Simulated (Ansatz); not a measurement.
# C: a line through a two-coordinate scan

An exercise on one series of results from a longer session: the logs are not shown, and one member is left open.

Method: DFT LDA, scalar-relativistic, plane waves, PAW, in Ansatz 0.2.0.

8 further runs of the same task are left out: 8 set aside as unsound or not needed.

## Starting point

It takes space group Fd-3m (No. 227, cubic). Conventional cell: a = 3.532 Å, b = 3.532 Å, c = 3.532 Å, α = 90.00°, β = 90.00°, γ = 90.00°. C (site symmetry -43m) is surrounded by 4 C at 1.53 Å.

Coordinates:

```cif
data_structure
_symmetry_space_group_name_H-M 'P 1'
_symmetry_Int_Tables_number 1
_cell_length_a 2.4972
_cell_length_b 2.4972
_cell_length_c 2.4972
_cell_angle_alpha 60.000
_cell_angle_beta 60.000
_cell_angle_gamma 60.000
_cell_volume 11.01
loop_
_atom_site_label
_atom_site_type_symbol
_atom_site_fract_x
_atom_site_fract_y
_atom_site_fract_z
_atom_site_occupancy
C1 C 0.50000 0.50000 0.50000 1
C2 C 0.75000 0.75000 0.75000 1
```

It is the result of an earlier relaxation at this level (volume 5.51 Å³/atom; gap on the mesh: 4.21 eV).

## The scan

The energy is mapped over two homogeneous strains (x along [1 0 0], y along [0 1 0], z along [0 0 1] of the conventional cell).

The axes are (1) strain +e along x and -e along y: 9 values from −15.00 %; (2) strain +e along z and -e/2 along x and y: 9 values from −7.00 %.

Nothing else is relaxed (symmetry fixes all fractional coordinates). Energies count from the relaxed crystal. Points are written as (first, second).

Set-up of the first run:

Contents of input.yaml:

```yaml
crystal:
  lattice:
    - [0.0, 1.8275720603, 1.6421661991]
    - [1.8275720603, 0.0, 1.6421661991]
    - [1.8275720603, 1.8275720603, 0.0]
  atoms:
    - { symbol: C, position: [0.5, 0.5, 0.5] }
    - { symbol: C, position: [0.75, 0.75, 0.75] }
basis:
  ecutwfc: 520.0
kpoints:
  mp_grid: { grid: [12, 12, 12] }
hamiltonian:
  xc: lda
  pseudopotentials: { kind: paw, azcp: { folder: soft_1 } }
scf:
  occupations: { method: gaussian, width: 0.05 }
output:
  forces: true
  stress: true
  eigenvalues: true
```

Run with:

```console
> ansatz run input.yaml --threads 1 --pin off --max-ram 2048MiB --backend cpu --events-out ev --progress --plain --runs-dir out
```

Steps of the session up to this table: Point (0.00 %, −7.00 %); Grid point (0.00 %, −5.25 %); The run at (0.00 %, −3.50 %); The run at (0.00 %, −1.75 %); Grid point (0.00 %, 3.50 %); The run at (0.00 %, 5.25 %); The run at (0.00 %, 7.00 %).

One table of the session follows, with a row left open; its other results are not shown here.

| strain +e along z and -e/2 along x and y (%) | energy (meV/atom) | slope (meV/atom per %) | pressure (GPa) | band gap on the k-mesh (eV) |
| --- | --- | --- | --- | --- |
| −7.00 | 116 | −32 | 1.87 | 1.56 |
| −5.25 | 66 | −25 | 1.05 | 2.22 |
| −3.50 | 30 | −17 | 0.47 | 2.88 |
| −1.75 | 7 | −9 | 0.12 | 3.53 |
| 0.00 | 0 | 0 | 0.00 | 4.21 |
| 1.75 | 8 | 9 | 0.12 | 3.87 |
| 3.50 | 31 | 18 | 0.48 | 3.54 |
| 5.25 | ? | ? | ? | ? |
| 7.00 | 125 | 36 | 1.95 | 2.90 |

Q: Estimate the row for strain +e along z and -e/2 along x and y (%) = 5.25 from the others.

Worked estimate for «energy (meV/atom)». A straight line through the neighbours (3.50, 31) and (7.00, 125) gives 31 + (125 − 31) × (5.25 − 3.50) / (7.00 − 3.50) = 78; a parabola fitted to 3 rows on both sides gives 70.

The run gave: energy (meV/atom): 70; slope (meV/atom per %): 27; pressure (GPa): 1.09; band gap on the k-mesh (eV): 3.22. In «energy (meV/atom)» the line misses by +8 and the parabola by +0.

Energies count from the relaxed crystal. Rows without a step come from runs not printed here or follow by symmetry.

In words: Along the line the energy is lowest at 0.00 %, 0 meV/atom from the zero. Divided by the reference volume, that is a stiffness of about 1400 GPa for this pattern of strain. The gap on the mesh closes on part of the grid.

To keep in mind: Warnings in the runs' records: pseudo functional mismatch.
